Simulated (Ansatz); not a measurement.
# Si3Sn: a single-point run

The task is a single-point run on Si3Sn. The structure is shown as the input types it. The cell is built on a prototype (ordering on diamond) and needn't be the phase found in nature.

Computed with Ansatz 0.2.0 (density functional or hybrid calculation with the settings of its input, plane waves (as first typed), unless a step's input says otherwise).

3 further runs of the same task are left out: 1 for a known fault of the program, 2 that didn't finish.

### Step 1. The starting structure

Symmetry: P-4m2, No. 115, tetragonal system. The conventional cell has a = 4.038 Å, b = 4.038 Å, c = 5.749 Å, α = 90.00°, β = 90.00°, γ = 90.00°. Si (site symmetry 2mm) has 2 Si at 2.40 Å and 2 Sn at 2.56 Å as nearest neighbours. Around Si (site symmetry -4m2) lie 4 Si at 2.40 Å. Sn (site symmetry -4m2) has 4 Si at 2.56 Å as nearest neighbours.

Structure file:

```
Si Sn
1.0
     4.03764    0.00000    0.00000
     0.00000    4.03764    0.00000
     0.00000    0.00000    5.74862
Si Sn
3 1
Direct
  0.50000 0.00000 0.77460
  0.50000 0.50000 0.00000
  0.00000 0.50000 0.22540
  0.00000 0.00000 0.50000
```

### Step 2. The run

Contents of input.yaml:

```yaml
crystal:
  lattice:
    - [4.037638911, 0.0, 0.0]
    - [0.0, 4.037638911, 0.0]
    - [0.0, 0.0, 5.7486205295]
  atoms:
    - { symbol: Si, position: [0.5, 0.0, 0.7746010627] }
    - { symbol: Si, position: [0.5, 0.5, 0.0] }
    - { symbol: Si, position: [0.0, 0.5, 0.2253989373] }
    - { symbol: Sn, position: [0.0, 0.0, 0.5] }
kpoints:
  mp_grid: { grid: [4, 4, 4] }
hamiltonian:
  xc: r2scan
scf:
  occupations: { method: cold, width: 1.5 }
  n_extra_bands: 5
output:
  forces: true
  stress: true
  eigenvalues: true
```

The run is started by

```
$ ansatz run input.yaml --threads 4 --pin off --max-ram 3686MiB --backend cpu --events-out ev --progress --plain --runs-dir out
```

**Question.** How will this run end, and is anything wrong with its input?

The run converged and reported no error. Convergence says nothing about whether the input makes sense.

In the input, scf.occupations.method is cold; scf.occupations.width is 1.5. A smearing this wide moves electrons out of filled levels into empty ones.

The test: delete scf.occupations.width (the default then holds) and set scf.occupations.method to fixed.
